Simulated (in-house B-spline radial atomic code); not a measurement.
**Ti⁺: excited configurations**

How much energy does it take to promote electrons of Ti⁺ to other shells? Each configuration is solved by itself and compared with the reference.

The numbers are computed with in-house B-spline radial atomic code version 1 (non-relativistic revTPSS, spin-polarised, spherical fractional occupations, point nucleus, basis-set limit), except any that are marked as measured or tabulated.

## 1. Starting point

- element: titanium (Z = 22)
- charge: +1
- electrons: 21
- configuration: [Ar] 3d2 4s1
- Hamiltonian: non-relativistic
- nucleus: point

The outer shells:

[Ar] 3d2 4s1
```
[Ar] core
3d [↑ ][↑ ][  ][  ][  ]
4s [↑ ]
```

Where spins are not typed, each open shell is filled with up spins first.

## 2. The base configuration

Settings, as recorded:

```ini
Z = 22
electrons = 21.0
configuration = [Ar] 3d2 4s1
hamiltonian = nr
method = revtpss,revtpss
spin_polarised = True
```

From the run's result record (rounded, not every field):

```text
{
  "status": "converged",
  "scf [iteration, energy, orbital gradient]": [
    [1, -848.829168799, 0.033],
    [2, -848.831474237, 0.00156],
    [3, -848.831543932, 0.000441],
    [4, -848.831545057, 0.000212],
    [5, -848.831545374, 3.27e-05],
    [6, -848.831545384, 8.93e-06],
    [7, -848.831545384, 1.11e-06],
    [8, -848.831545384, 1.94e-07]
  ],
  "energy [hartree]": {"total": -848.831545384, "kinetic": 848.056916187, "nuclear": -2004.9733433, "coulomb": 349.609604311, "xc": -41.5247225821},
  "orbitals [hartree, bohr; first row names the columns]": [
    ["name", "occ", "eps", "<r>", "<r^2>", "<1/r>", "r_max", "density_at_nucleus", "spin_orbit_zeta"],
    ["1s up", 1.0, -178.49336, 0.070097, 0.0065935, 21.544, 0.046115, 3252.5, "-"],
    ["1s down", 1.0, -178.49226, 0.070098, 0.0065936, 21.544, 0.046115, 3252.5, "-"],
    ["2s up", 1.0, -19.884912, 0.32709, 0.12646, 4.4971, 0.27067, 279.73, "-"],
    ["2s down", 1.0, -19.865655, 0.32681, 0.12622, 4.5009, 0.27056, 280.2, "-"],
    ["2p up", 3.0, -16.586547, 0.29115, 0.1045, 4.4241, 0.22056, "-", 0.13685],
    ["2p down", 3.0, -16.569454, 0.29084, 0.10425, 4.4275, 0.22046, "-", 0.13708],
    ["3s up", 1.0, -2.5973059, 1.0145, 1.1865, 1.3786, 0.87531, 37.515, "-"],
    ["3s down", 1.0, -2.528864, 1.014, 1.1847, 1.3782, 0.87409, 37.445, "-"],
    ["3p up", 3.0, -1.7314141, 1.0893, 1.3972, 1.2555, 0.90441, "-", 0.015389],
    ["3p down", 3.0, -1.6577725, 1.0886, 1.3946, 1.2555, 0.90229, "-", 0.015376],
    ["3d up", 2.0, -0.44379216, 1.5068, 2.9707, 0.8974, 0.96761, "-", 0.00068763],
    ["4s up", 1.0, -0.3962392, 3.155, 11.282, 0.41018, 2.7531, 3.619, "-"]
  ],
  "sum_r [bohr^k]": {"-1": 91.13515, "1": 17.27068, "2": 28.86239},
  "density_at_nucleus [bohr^-3]": 7143.495,
  "spin_density_at_nucleus [bohr^-3]": 3.26116,
  "mass_velocity [hartree]": -17.41324,
  "darwin [hartree]": 13.14571
}
```

Wall time 0.26 s (1 thread, shared host).

Meta-GGA runs start from a PBE run whose iterations are not counted.

## 3. Run with [Ar] 3d1 4s1 4f1

Settings, as recorded:

```ini
Z = 22
electrons = 21.0
configuration = [Ar] 3d1 4s1 4f1
hamiltonian = nr
method = revtpss,revtpss
spin_polarised = True
```

Result record:

```text
{
  "status": "converged",
  "scf [iteration, energy, orbital gradient]": [
    [1, -848.28380992, 0.033],
    [2, -848.286460419, 0.00135],
    [3, -848.286510815, 0.000516],
    [4, -848.286516872, 0.000295],
    [5, -848.286520416, 4.44e-05],
    [6, -848.286521059, 1.54e-05],
    [7, -848.286521262, 9.12e-06],
    [8, -848.286521339, 4.32e-06],
    [9, -848.286521357, 5.25e-07],
    [10, -848.286521357, 6.67e-08]
  ],
  "energy [hartree]": {"total": -848.286521357, "kinetic": 847.536247557, "nuclear": -1995.50791081, "coulomb": 340.788231974, "xc": -41.1030900824},
  "orbitals [hartree, bohr; first row names the columns]": [
    ["name", "occ", "eps", "<r>"],
    ["1s up", 1.0, -178.93476, 0.0701],
    ["1s down", 1.0, -178.93292, 0.0701],
    ["2s up", 1.0, -20.35371, 0.32705],
    ["2s down", 1.0, -20.340596, 0.32687],
    ["2p up", 3.0, -17.053009, 0.29113],
    ["2p down", 3.0, -17.041166, 0.29093],
    ["3s up", 1.0, -3.0065543, 1.0012],
    ["3s down", 1.0, -2.9628693, 1.001],
    ["3p up", 3.0, -2.1281464, 1.065],
    ["3p down", 3.0, -2.0808248, 1.0641],
    ["3d up", 1.0, -0.79774549, 1.3111],
    ["4s up", 1.0, -0.58176682, 2.828],
    ["4f up", 1.0, -0.095433978, 8.3682]
  ],
  "sum_r [bohr^k]": {"-1": 90.70491, "1": 23.43678, "2": 99.88349},
  "energy_minus_base [hartree]": 0.545024027
}
```

Wall time 0.19 s (1 thread, shared host).

energy_minus_base is the energy less that of the reference run.

## 4. [Ne] 3s2 3p5 3d2 4s1 5f1

Settings, as recorded:

```ini
Z = 22
electrons = 21.0
configuration = [Ne] 3s2 3p5 3d2 4s1 5f1
hamiltonian = nr
method = revtpss,revtpss
spin_polarised = True
```

Result record:

```text
{
  "status": "converged",
  "scf [iteration, energy, orbital gradient]": [
    [1, -847.003199481, 0.0329],
    [2, -847.005372456, 0.0015],
    [3, -847.005465515, 0.000479],
    [4, -847.005483555, 0.000194],
    [5, -847.005494967, 0.00012],
    [6, -847.005498142, 5.02e-05],
    [7, -847.005499672, 1.13e-05],
    [8, -847.005499945, 6.43e-06],
    [9, -847.00550002, 3.96e-06],
    [10, -847.005500047, 1.55e-06],
    [11, -847.005500048, 7.7e-08]
  ],
  "energy [hartree]": {"total": -847.005500048, "kinetic": 846.267314483, "nuclear": -1990.86275732, "coulomb": 338.611319279, "xc": -41.021376488},
  "orbitals [hartree, bohr; first row names the columns]": [
    ["name", "occ", "eps", "<r>"],
    ["1s up", 1.0, -179.14335, 0.070095],
    ["1s down", 1.0, -179.12903, 0.070092],
    ["2s up", 1.0, -20.478262, 0.32697],
    ["2s down", 1.0, -20.444556, 0.32654],
    ["2p up", 3.0, -17.189883, 0.29092],
    ["2p down", 3.0, -17.151198, 0.29052],
    ["3s up", 1.0, -3.1278085, 0.99679],
    ["3s down", 1.0, -2.9795717, 1.0008],
    ["3p up", 3.0, -2.2483182, 1.0571],
    ["3p down", 2.0, -2.0996974, 1.0643],
    ["3d up", 2.0, -0.90645191, 1.272],
    ["4s up", 1.0, -0.63739335, 2.7808],
    ["5f up", 1.0, -0.068113755, 14.263]
  ],
  "sum_r [bohr^k]": {"-1": 90.49376, "1": 29.4232, "2": 256.0966},
  "energy_minus_base [hartree]": 1.82604534
}
```

Wall time 0.41 s (1 thread, shared host).

## 5. Configuration [Ar] 3d1 4s2

Settings, as recorded:

```ini
Z = 22
electrons = 21.0
configuration = [Ar] 3d1 4s2
hamiltonian = nr
method = revtpss,revtpss
spin_polarised = True
```

Result record:

```text
{
  "status": "converged",
  "scf [iteration, energy, orbital gradient]": [
    [1, -848.690212027, 0.033],
    [2, -848.692762106, 0.0014],
    [3, -848.692823434, 0.000484],
    [4, -848.692826179, 0.000283],
    [5, -848.692826836, 5.33e-05],
    [6, -848.692826859, 1.05e-05],
    [7, -848.692826865, 3.48e-06],
    [8, -848.692826865, 3.9e-07],
    [9, -848.692826865, 3.01e-08]
  ],
  "energy [hartree]": {"total": -848.692826865, "kinetic": 847.917696162, "nuclear": -2000.28694277, "coulomb": 344.908999534, "xc": -41.2325797904},
  "orbitals [hartree, bohr; first row names the columns]": [
    ["name", "occ", "eps", "<r>"],
    ["1s up", 1.0, -178.72234, 0.070101],
    ["1s down", 1.0, -178.72242, 0.070101],
    ["2s up", 1.0, -20.145934, 0.32706],
    ["2s down", 1.0, -20.134742, 0.32689],
    ["2p up", 3.0, -16.844709, 0.29115],
    ["2p down", 3.0, -16.83493, 0.29096],
    ["3s up", 1.0, -2.8039455, 1.0022],
    ["3s down", 1.0, -2.7664587, 1.0026],
    ["3p up", 3.0, -1.9261361, 1.067],
    ["3p down", 3.0, -1.8860708, 1.0685],
    ["3d up", 1.0, -0.60066896, 1.3445],
    ["4s up", 1.0, -0.44193484, 3.0206],
    ["4s down", 1.0, -0.43207315, 3.0624]
  ],
  "sum_r [bohr^k]": {"-1": 90.92213, "1": 18.37924, "2": 34.44063},
  "energy_minus_base [hartree]": 0.138718519
}
```

It took 0.16 s on 1 thread, shared host.

## 6. Run with [Ne] 3s2 3p5 3d2 4s1 4f1

Settings, as recorded:

```ini
Z = 22
electrons = 21.0
configuration = [Ne] 3s2 3p5 3d2 4s1 4f1
hamiltonian = nr
method = revtpss,revtpss
spin_polarised = True
```

Result record:

```text
{
  "status": "converged",
  "scf [iteration, energy, orbital gradient]": [
    [1, -847.044963598, 0.0329],
    [2, -847.047477709, 0.00149],
    [3, -847.047535006, 0.000477],
    [4, -847.047540714, 0.000252],
    [5, -847.047544189, 3.69e-05],
    [6, -847.04754481, 1.37e-05],
    [7, -847.047545014, 8.13e-06],
    [8, -847.047545085, 4.17e-06],
    [9, -847.047545105, 1.93e-06],
    [10, -847.047545106, 1.43e-06],
    [11, -847.047545106, 1.29e-06],
    [12, -847.047545106, 1.37e-06],
    [13, -847.047545106, 1.1e-06],
    [14, -847.047545106, 1.34e-06],
    [15, -847.047545106, 1.33e-06],
    [16, -847.047545106, 1.12e-07]
  ],
  "energy [hartree]": {"total": -847.047545106, "kinetic": 846.308863448, "nuclear": -1991.79108991, "coulomb": 339.474543427, "xc": -41.0398620714},
  "orbitals [hartree, bohr; first row names the columns]": [
    ["name", "occ", "eps", "<r>"],
    ["1s up", 1.0, -179.10121, 0.070095],
    ["1s down", 1.0, -179.08688, 0.070092],
    ["2s up", 1.0, -20.436164, 0.32697],
    ["2s down", 1.0, -20.402447, 0.32655],
    ["2p up", 3.0, -17.147782, 0.29092],
    ["2p down", 3.0, -17.109084, 0.29052],
    ["3s up", 1.0, -3.0858472, 0.9968],
    ["3s down", 1.0, -2.9375863, 1.0008],
    ["3p up", 3.0, -2.2063679, 1.0571],
    ["3p down", 2.0, -2.0577226, 1.0643],
    ["3d up", 2.0, -0.86449075, 1.2717],
    ["4s up", 1.0, -0.59431237, 2.777],
    ["4f up", 1.0, -0.095386676, 8.3757]
  ],
  "sum_r [bohr^k]": {"-1": 90.53596, "1": 23.5316, "2": 100.1915},
  "energy_minus_base [hartree]": 1.78400028
}
```

Run time: 0.31 s. Hardware: 1 thread, shared host.

Radial density 4πr²n(r) and radial functions P(r) = rR(r):

| r (bohr) | 4πr²n | 3p down | 3d up | 4f up |
| --- | --- | --- | --- | --- |
| 0.00664 | 2.957 | 0.0048 | 0.0000 | 0.0000 |
| 0.0103 | 6.059 | 0.0112 | 0.0001 | 0.0000 |
| 0.0161 | 11.48 | 0.0256 | 0.0003 | 0.0000 |
| 0.0250 | 18.78 | 0.0561 | 0.0009 | 0.0000 |
| 0.0388 | 25.00 | 0.1165 | 0.0032 | 0.0000 |
| 0.0604 | 25.04 | 0.2239 | 0.0104 | 0.0000 |
| 0.0940 | 20.00 | 0.3784 | 0.0317 | 0.0000 |
| 0.146 | 21.72 | 0.5182 | 0.0871 | 0.0000 |
| 0.227 | 27.87 | 0.4771 | 0.2099 | 0.0002 |
| 0.354 | 18.37 | 0.0615 | 0.4264 | 0.0008 |
| 0.550 | 7.971 | -0.6263 | 0.6981 | 0.0029 |
| 0.856 | 9.840 | -1.0449 | 0.8713 | 0.0089 |
| 1.33 | 5.441 | -0.7913 | 0.7646 | 0.0247 |
| 2.07 | 1.287 | -0.2853 | 0.4474 | 0.0652 |
| 3.22 | 0.4200 | -0.0408 | 0.1540 | 0.1487 |
| 5.01 | 0.1112 | -0.0014 | 0.0216 | 0.2742 |
| 7.79 | 0.1549 | 0.0000 | 0.0009 | 0.3931 |
| 12.1 | 0.04648 | 0.0000 | 0.0000 | 0.2156 |
| 18.8 | 0.001144 | 0.0000 | 0.0000 | 0.0338 |
| 29.3 | 7.636e-07 | 0.0000 | 0.0000 | 0.0009 |

On the record's full grid the radial density has clear maxima near r = 0.048, 0.23, 0.86, 7.8 bohr.

X-ray form factor of the spherical density:

| sinθ/λ (1/Å) | f (electrons) |
| --- | --- |
| 0 | 21.000 |
| 0.1 | 18.506 |
| 0.2 | 15.722 |
| 0.3 | 13.036 |
| 0.4 | 10.825 |
| 0.6 | 8.025 |
| 0.8 | 6.650 |
| 1 | 5.699 |
| 1.4 | 3.982 |
| 1.8 | 2.692 |
| 2.5 | 1.618 |
| 4 | 1.033 |
| 6 | 0.616 |

## 7. Configuration [Ne] 3s2 3p5 3d2 4s1 5p1

Settings, as recorded:

```ini
Z = 22
electrons = 21.0
configuration = [Ne] 3s2 3p5 3d2 4s1 5p1
hamiltonian = nr
method = revtpss,revtpss
spin_polarised = True
```

Result record:

```text
{
  "status": "converged",
  "scf [iteration, energy, orbital gradient]": [
    [1, -847.109926361, 0.0329],
    [2, -847.112295885, 0.0015],
    [3, -847.112346113, 0.000477],
    [4, -847.112348944, 0.000227],
    [5, -847.112349962, 3.64e-05],
    [6, -847.112350036, 1.19e-05],
    [7, -847.112350048, 3.85e-06],
    [8, -847.11235005, 1.33e-06],
    [9, -847.11235005, 1.03e-07]
  ],
  "energy [hartree]": {"total": -847.11235005, "kinetic": 846.372302567, "nuclear": -1992.36523938, "coulomb": 339.944721205, "xc": -41.0641344411},
  "orbitals [hartree, bohr; first row names the columns]": [
    ["name", "occ", "eps", "<r>"],
    ["1s up", 1.0, -179.07532, 0.070095],
    ["1s down", 1.0, -179.06071, 0.070092],
    ["2s up", 1.0, -20.411909, 0.32697],
    ["2s down", 1.0, -20.378134, 0.32655],
    ["2p up", 3.0, -17.123424, 0.29093],
    ["2p down", 3.0, -17.084484, 0.29053],
    ["3s up", 1.0, -3.0635219, 0.99701],
    ["3s down", 1.0, -2.915067, 1.001],
    ["3p up", 3.0, -2.1842738, 1.0577],
    ["3p down", 2.0, -2.0354117, 1.0649],
    ["3d up", 2.0, -0.84377931, 1.2765],
    ["4s up", 1.0, -0.58141812, 2.7832],
    ["5p up", 1.0, -0.15581186, 7.5198]
  ],
  "sum_r [bohr^k]": {"-1": 90.56206, "1": 22.6949, "2": 85.16981},
  "energy_minus_base [hartree]": 1.71919533
}
```

Run time: 0.16 s. Hardware: 1 thread, shared host.

## 8. [Ar] 3d2 5p1

Settings, as recorded:

```ini
Z = 22
electrons = 21.0
configuration = [Ar] 3d2 5p1
hamiltonian = nr
method = revtpss,revtpss
spin_polarised = True
```

Result record:

```text
{
  "status": "converged",
  "scf [iteration, energy, orbital gradient]": [
    [1, -848.511625276, 0.033],
    [2, -848.513980343, 0.00142],
    [3, -848.514017231, 0.000499],
    [4, -848.514024571, 0.000209],
    [5, -848.514028327, 5.82e-05],
    [6, -848.5140286, 2.64e-05],
    [7, -848.514028651, 6.68e-06],
    [8, -848.514028654, 1.97e-06],
    [9, -848.514028654, 2.18e-07]
  ],
  "energy [hartree]": {"total": -848.514028654, "kinetic": 847.744182834, "nuclear": -2001.04108061, "coulomb": 346.213591184, "xc": -41.4307220625},
  "orbitals [hartree, bohr; first row names the columns]": [
    ["name", "occ", "eps", "<r>"],
    ["1s up", 1.0, -178.6635, 0.070097],
    ["1s down", 1.0, -178.66363, 0.070097],
    ["2s up", 1.0, -20.048719, 0.32709],
    ["2s down", 1.0, -20.029393, 0.32679],
    ["2p up", 3.0, -16.750911, 0.29114],
    ["2p down", 3.0, -16.733848, 0.29081],
    ["3s up", 1.0, -2.7639915, 1.0146],
    ["3s down", 1.0, -2.6943023, 1.0145],
    ["3p up", 3.0, -1.8977954, 1.087],
    ["3p down", 3.0, -1.8234348, 1.0883],
    ["3d up", 2.0, -0.59769286, 1.4189],
    ["5p up", 1.0, -0.14424284, 8.0621]
  ],
  "sum_r [bohr^k]": {"-1": 90.95641, "1": 21.99451, "2": 89.25999},
  "energy_minus_base [hartree]": 0.31751673
}
```

Wall time 0.15 s (1 thread, shared host).

## 9. [Ar] 3d1 4s1 5f1

Settings, as recorded:

```ini
Z = 22
electrons = 21.0
configuration = [Ar] 3d1 4s1 5f1
hamiltonian = nr
method = revtpss,revtpss
spin_polarised = True
```

Result record:

```text
{
  "status": "converged",
  "scf [iteration, energy, orbital gradient]": [
    [1, -848.24200187, 0.033],
    [2, -848.244368765, 0.00136],
    [3, -848.244451849, 0.000599],
    [4, -848.244468644, 0.000311],
    [5, -848.244479576, 0.000135],
    [6, -848.244482763, 5.63e-05],
    [7, -848.244484149, 1.19e-05],
    [8, -848.244484475, 6.33e-06],
    [9, -848.244484552, 4.41e-06],
    [10, -848.244484574, 1.66e-06],
    [11, -848.244484574, 8.5e-08]
  ],
  "energy [hartree]": {"total": -848.244484574, "kinetic": 847.494750972, "nuclear": -1994.57530276, "coulomb": 339.920707634, "xc": -41.0846404201},
  "orbitals [hartree, bohr; first row names the columns]": [
    ["name", "occ", "eps", "<r>"],
    ["1s up", 1.0, -178.9771, 0.0701],
    ["1s down", 1.0, -178.97527, 0.0701],
    ["2s up", 1.0, -20.396012, 0.32705],
    ["2s down", 1.0, -20.382909, 0.32687],
    ["2p up", 3.0, -17.095313, 0.29113],
    ["2p down", 3.0, -17.083483, 0.29093],
    ["3s up", 1.0, -3.0487342, 1.0012],
    ["3s down", 1.0, -3.0050729, 1.001],
    ["3p up", 3.0, -2.1703159, 1.0649],
    ["3p down", 3.0, -2.1230188, 1.064],
    ["3d up", 1.0, -0.8399396, 1.3116],
    ["4s up", 1.0, -0.62505443, 2.8311],
    ["5f up", 1.0, -0.068200496, 14.258]
  ],
  "sum_r [bohr^k]": {"-1": 90.66251, "1": 29.33031, "2": 255.5512},
  "energy_minus_base [hartree]": 0.58706081
}
```

Wall time 0.45 s (1 thread, shared host).

## 10. Energies above the reference

| net move | configuration | 2|M_S|+1 | energy above the reference (eV) | largest <r> (bohr) |
| --- | --- | --- | --- | --- |
| 3d → 4s | [Ar] 3d1 4s2 | 2 | 3.775 | 3.06 |
| 4s → 5p | [Ar] 3d2 5p1 | 4 | 8.640 | 8.06 |
| 3d → 4f | [Ar] 3d1 4s1 4f1 | 4 | 14.831 | 8.37 |
| 3d → 5f | [Ar] 3d1 4s1 5f1 | 4 | 15.975 | 14.3 |
| 3p → 5p | [Ne] 3s2 3p5 3d2 4s1 5p1 | 6 | 46.782 | 7.52 |
| 3p → 4f | [Ne] 3s2 3p5 3d2 4s1 4f1 | 6 | 48.545 | 8.38 |
| 3p → 5f | [Ne] 3s2 3p5 3d2 4s1 5f1 | 6 | 49.689 | 14.3 |

What this shows: The energies run from 3.775 eV (3d → 4s) to 49.689 eV (3p → 5f). 3 of them lie more than 60 % above minus the reference's highest level (10.782 eV), in the range where a state can decay by emitting an electron. The reference has 2|M_S|+1 = 4; 4 of the configurations differ from it in spin. These are spherical averages at the typed spins, not spectroscopic levels.

Members of this set that are not shown: 1 did not converge.
